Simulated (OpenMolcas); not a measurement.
**Ir⁵⁺ among point charges: CASSCF and CASPT2 levels and susceptibility**

Aim: the splitting of the states of Ir⁵⁺ in the field of 6 point charges, its lowest levels with spin-orbit coupling and its magnetic susceptibility.

Program: OpenMolcas 26.06. Level of theory: state-averaged CASSCF and CASPT2, spin-orbit coupling by RASSI with atomic mean-field integrals. These are calculated values, not measurements, unless marked.

### Step 1. The system

| Quantity | Value |
| --- | --- |
| Species | Ir⁵⁺ (iridium, Z = 77, 72 electrons) |
| Basis | ANO-RCC-VTZP [8s7p5d3f1g], 84 functions |
| Scalar Hamiltonian | DKH2, point nucleus |
| Inactive shells | 1s 2s 2p 3s 3p 3d 4s 4p 4d 4f 5s 5p |
| Active space | 4 electrons in 5 orbitals (5d) |
| Some configurations of this space | 5d⁴ |
| Orbitals | optimised for each spin and parity, averaged over all roots |

Outer shells as boxes (Hund's rule):

5d4
```
5d [↑ ][↑ ][↑ ][↑ ][  ]
```

The ion sits among 6 point charges of -0.65 e arranged as a tetragonal octahedron (D4h), 2.23 Å from the ion, with the axial distance 2.654 Å.

The work runs as a chain of OpenMolcas steps in one folder; each step below is one input file. Labels, J, g values, rates, χT and fits are worked out afterwards by a script from the matrices that RASSI stores. The input lists half of the charges; inversion (Group=XYZ) makes the rest.

### Step 2. One- and two-electron integrals

Input file a.inp:

```
&GATEWAY
Coord
1

Ir 0.0 0.0 0.0
Basis=ANO-RCC-VTZP
Group=XYZ
NoMove
AngMom=0.0 0.0 0.0
AMFI
XField
3 Angstrom 0
2.230000 0.000000 0.000000 -0.650000
0.000000 2.230000 0.000000 -0.650000
0.000000 0.000000 2.653700 -0.650000
&SEWARD
```

On the command line:

```
$ OMP_NUM_THREADS=1 MOLCAS_MEM=1689 MOLCAS_PROJECT=a pymolcas a.inp > a.log
```

### Step 3. Reference wave functions, quintets of even parity, 5 roots

Input file a.inp:

```
&RASSCF
FileOrb=start.orb
Symmetry=1
Spin=5
nActEl=4 0 0
Inactive=15 19
Ras2=5 0
CIRoot=5 5 1
SDav=5
CIMx=300
Iter=120 100
PrWF=0.3
OrbListing=Nothing
MaxOrb=0
>>> COPY $Project.JobIph JOB001
```

start.orb holds the contracted functions of the basis, ordered by shell, or the orbitals of the step before.

### Step 4. Reference wave functions, triplets of even parity, 45 roots

Input file a.inp:

```
&RASSCF
FileOrb=start.orb
Symmetry=1
Spin=3
nActEl=4 0 0
Inactive=15 19
Ras2=5 0
CIRoot=45 45 1
SDav=45
CIMx=300
Iter=120 100
PrWF=0.3
OrbListing=Nothing
MaxOrb=0
>>> COPY $Project.JobIph JOB002
```

### Step 5. CASSCF: singlets of even parity, 50 roots

Input file a.inp:

```
&RASSCF
FileOrb=start.orb
Symmetry=1
Spin=1
nActEl=4 0 0
Inactive=15 19
Ras2=5 0
CIRoot=50 50 1
SDav=50
CIMx=300
Iter=120 100
PrWF=0.3
OrbListing=Nothing
MaxOrb=0
>>> COPY $Project.JobIph JOB003
```

### Step 6. State interaction with spin-orbit coupling

Input file a.inp:

```
&RASSI
NrOfJobIphs=3 5 45 50
1 2 3 4 5
1 2 3 4 5 6 7 8 9 10 11 12 13 14 15 16 17 18 19 20 21 22 23 24 25 26 27
28 29 30 31 32 33 34 35 36 37 38 39 40 41 42 43 44 45
1 2 3 4 5 6 7 8 9 10 11 12 13 14 15 16 17 18 19 20 21 22 23 24 25 26 27
28 29 30 31 32 33 34 35 36 37 38 39 40 41 42 43 44 45 46 47 48 49 50
IphNames
JOB001
JOB002
JOB003
EJob
SpinOrbit
DIPRint=1.0
SOCoupling=1000.0
Subsets=2
Property=9
'ANGMOM' 1 'ANGMOM' 2 'ANGMOM' 3 'MLTPL  1' 1 'MLTPL  1' 2 'MLTPL  1' 3
'AMFI' 1 'AMFI' 2 'AMFI' 3
SOProperty=3
'ANGMOM' 1 'ANGMOM' 2 'ANGMOM' 3
```

### Step 7. CASPT2: IPEA 0.25, imaginary shift 0.1 (closed shells correlated: 5s 5p)

Input file a.inp:

```
>>> COPY JOB001 $Project.JobIph
&CASPT2
Multistate=5 1 2 3 4 5
NoMult
Frozen=14 16
IPEA=0.25
Imaginary=0.1
MaxIter=60
WThr=0.0 0.3 0.05
PrWF=0.5
NoMix
>>> COPY JOB002 $Project.JobIph
&CASPT2
Multistate=45 1 2 3 4 5 6 7 8 9 10 11 12 13 14 15 16 17 18 19 20 21 22
23 24 25 26 27 28 29 30 31 32 33 34 35 36 37 38 39 40 41 42 43 44 45
NoMult
Frozen=14 16
IPEA=0.25
Imaginary=0.1
MaxIter=60
WThr=0.0 0.3 0.05
PrWF=0.5
NoMix
>>> COPY JOB003 $Project.JobIph
&CASPT2
Multistate=50 1 2 3 4 5 6 7 8 9 10 11 12 13 14 15 16 17 18 19 20 21 22
23 24 25 26 27 28 29 30 31 32 33 34 35 36 37 38 39 40 41 42 43 44 45 46
47 48 49 50
NoMult
Frozen=14 16
IPEA=0.25
Imaginary=0.1
MaxIter=60
WThr=0.0 0.3 0.05
PrWF=0.5
NoMix
```

(Steps that only read results are left out.)

What does the calculation give? Wanted: spin-free ground state; first state of the same spin within the active space; lowest level; next level.

As calculated:

```
                                            quantity                                                                        value
                                              method  SS-CASPT2, IPEA 0.25, imaginary shift 0.1 (closed shells correlated: 5s 5p)
                              spin-free ground state                                              5B1, 1-fold in its orbital part
first state of the same spin within the active space                                                             5B2 at 1570 cm⁻¹
                                        lowest level                                                                    1-fold A1
                                          next level                                                                  5312.2 cm⁻¹
                                         χT at 300 K                                                               0.04 cm³ K/mol
                           effective moment at 300 K                                                                      0.56 μB
```

Cost by method:

```csv
method,time of its own steps,time with the reference
A. CASSCF,22 s,22 s
"B. SS-CASPT2, IPEA 0.25, imaginary shift 0.1, +5s 5p",15 s,38 s
```

Times are of one thread on a shared host.

The spin-free ground state (5B1) comes to 100 % from free-ion D terms and keeps the highest spin of the shell. χT at 300 K is 0.04, against 3.01 cm³ K/mol for the spin alone, so spin-orbit coupling lowers it. An active space of the d shell alone favours high spin; real ions in strong fields can be low spin. The field of point charges can differ much from that of real complexes. With metal d orbitals alone active, the gaps between spin states are rough; where two lie within a few thousand cm-1, their order is open. Point charges carry no covalency, so the field is a model and not that of real ligands.
